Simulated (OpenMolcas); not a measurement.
# BHOF2 (SMILES OB(F)F) at HF/6-31G(d) (RICD fitting, spherical functions, fitting threshold 1e-06)

Aim: the vertical ionisation energy of BHOF2 at HF/6-31G* (RICD fitting, spherical functions, fitting threshold 1e-06), from 2 runs. 

Program for the calculation: OpenMolcas 26.06.

## 1. The structure to begin with

The species is BHOF2 (5 atoms), meant as a singlet with charge 0. As SMILES, `OB(F)F`. The shape is that of a GFN2-xTB optimisation.

Bond lengths: O1–B2 1.319 Å, B2–F3 1.314 Å, B2–F4 1.327 Å, O1–H5 0.958 Å. Angles: O1–B2–F3 121.0°, O1–B2–F4 123.1°, F3–B2–F4 115.9°, B2–O1–H5 117.7°.

## 2. Energy and forces at HF/6-31G(d) (RICD fitting, spherical functions, fitting threshold 1e-06)

File input.xyz:

```xyz
5

O      0.031910     0.983470     0.158720
B      0.104930    -0.333240     0.136890
F      0.724520    -0.991730     1.090370
F     -0.428080    -1.073520    -0.827330
H     -0.433280     1.415020    -0.558650
```

File job.input:

```
>>> EXPORT MOLCAS_PRINT=2

&GATEWAY
 BasLib
 $CurrDir
 Coord
 input.xyz
 Basis
 6-31Gs
 Group
 NoSym
 RICD
 CDThreshold
 1e-06

&SEWARD

&SCF
 PrOrbitals
 1 1

&ALASKA
```

The basis set 6-31G* is read from a file made from the Basis Set Exchange's data (not shown).

The run is started by

```sh
export MOLCAS_MEM=1860
pymolcas job.input > job.log
```

Log:

```text
--- Start Module: gateway ---
[...]
--- Stop Module: gateway /rc=_RC_ALL_IS_WELL_ ---
[...]
      Basis functions           58
[...]
--- Start Module: scf ---
[...]
       Convergence after  10 Iterations
[...]
::    Total SCF energy                               -299.1869750329
[...]
      Total spin, S                                     0.0000000000
[...]
      Total electronic charge=   32.000000
      Total            charge=   -0.000000
[...]
      Dipole Moment (debye):
      Origin of the operator (angstrom)=    0.1039   -0.3901    0.1285
                   X= -9.6637E-01               Y=  1.5760E+00               Z= -1.4128E+00           Total=  2.3268E+00
      Quadrupole Moment (debye*angstrom):
[...]
--- Stop Module: scf /rc=_RC_ALL_IS_WELL_ ---
--- Start Module: alaska ---
[...]
 *              Molecular gradients               *
 **************************************************
  Irreducible representation: a
 ------------------------------------------------------------------------------------------
                              X                       Y                       Z
 ------------------------------------------------------------------------------------------
  O1                5.12666314645782E-03   -2.24492474619460E-02    5.74681520645814E-03
  B2                7.26208660506544E-04    2.67355323013704E-02    4.39249617207385E-03
  F3                7.14188915839742E-04   -5.99293260063760E-03    4.92124450955700E-04
  F4               -8.71171467930587E-04   -7.77447467351600E-03   -2.42759883636801E-03
  H5               -5.69588925486131E-03    9.48112243472865E-03   -8.20383699313387E-03
 ------------------------------------------------------------------------------------------
--- Stop Module: alaska /rc=_RC_ALL_IS_WELL_ ---
[...]
```

It took 2.6 s on 1 thread of Arm Neoverse V1, shared host; peak memory 0.17 GiB.

## 3. The doublet cation, same level

input.xyz is that of step 2.

File job.inp:

```
* BF2HO Hartree-Fock

&GATEWAY
 BASLIB
 $CurrDir
 COORD
 input.xyz
 BASIS
 6-31Gs
 GROUP
 NoSym
 RICD
 CDTHRESHOLD
 1e-06

&SEWARD

&SCF
 UHF
 CHARGE
 1
 SPIN
 2
 PRORBITALS
 1 1

&ALASKA
```

The basis set 6-31G* is read from a file made from the Basis Set Exchange's data (not shown).

The run is started by

```sh
export MOLCAS_MEM=1860
pymolcas job.inp > job.log
```

Log:

```text
--- Start Module: gateway ---
[...]
--- Stop Module: gateway /rc=_RC_ALL_IS_WELL_ ---
[...]
      Basis functions           58
[...]
--- Start Module: scf ---
[...]
       Convergence after  18 Iterations
[...]
::    Total SCF energy                               -298.7207088284
[...]
      Total spin, S                                     0.5030108717
[...]
      Total electronic charge=   31.000000
      Total            charge=    1.000000
[...]
      Dipole Moment (debye):
      Origin of the operator (angstrom)=    0.1039   -0.3901    0.1285
                   X= -1.4155E+00               Y=  6.3614E+00               Z= -1.6296E+00           Total=  6.7176E+00
      Center of Charge (angstrom)
[...]
--- Stop Module: scf /rc=_RC_ALL_IS_WELL_ ---
[...]
--- Start Module: alaska ---
[...]
 *              Molecular gradients               *
 **************************************************
  Irreducible representation: a
 ------------------------------------------------------------------------------------------
                              X                       Y                       Z
 ------------------------------------------------------------------------------------------
  O1               -2.76422656110586E-03   -1.26810716209965E-01   -1.79478836684583E-02
  B2               -1.75310568535714E-02    2.42126059598365E-01   -2.54856990522992E-03
  F3                1.76853380554221E-02   -4.46572223569568E-02    2.42635110926841E-02
  F4               -1.20846184279602E-02   -5.11978267342350E-02   -2.56175496616606E-02
  H5                1.46945637871894E-02   -1.94602942972426E-02    2.18504921426836E-02
 ------------------------------------------------------------------------------------------
--- Stop Module: alaska /rc=_RC_ALL_IS_WELL_ ---
[...]
```

Wall time 4.2 s (1 thread of Arm Neoverse V1, shared host); peak memory 0.17 GiB.

## 4. Results

At HF/6-31G* (RICD fitting, spherical functions, fitting threshold 1e-06):

| quantity | value |
| --- | --- |
| singlet BHOF2: total energy | -299.18698 Eh |
| singlet BHOF2: dipole moment | 2.33 D |
| singlet BHOF2: HOMO energy | -15.27 eV |
| singlet BHOF2: LUMO energy | 5.60 eV |
| singlet BHOF2: HOMO–LUMO gap | 20.86 eV |
| singlet BHOF2: largest force on an atom | 1.394 eV/Å |
| doublet cation: total energy | -298.72071 Eh |
| doublet cation: HOMO energy (highest over α and β) | -24.08 eV |
| doublet cation: LUMO energy (lowest over α and β) | -10.61 eV |
| doublet cation: ⟨S²⟩ | 0.756 |
| doublet cation: largest force on an atom | 12.484 eV/Å |
| vertical ionisation energy (to the doublet cation) | 12.688 eV |

**Reading.** The vertical ionisation energy comes to 12.69 eV (293 kcal/mol). The largest force (singlet BHOF2) is 1.39 eV/Å: the shape isn't a stationary point for this species at this level. −ε(HOMO) before ionisation, 15.27 eV, is 2.58 eV above this ionisation energy. Mulliken charges (singlet BHOF2) run from -0.71 on O1 to +1.01 on B2; they depend strongly on the basis. Mulliken charges (doublet cation) run from -0.30 on F4 to +1.07 on B2.
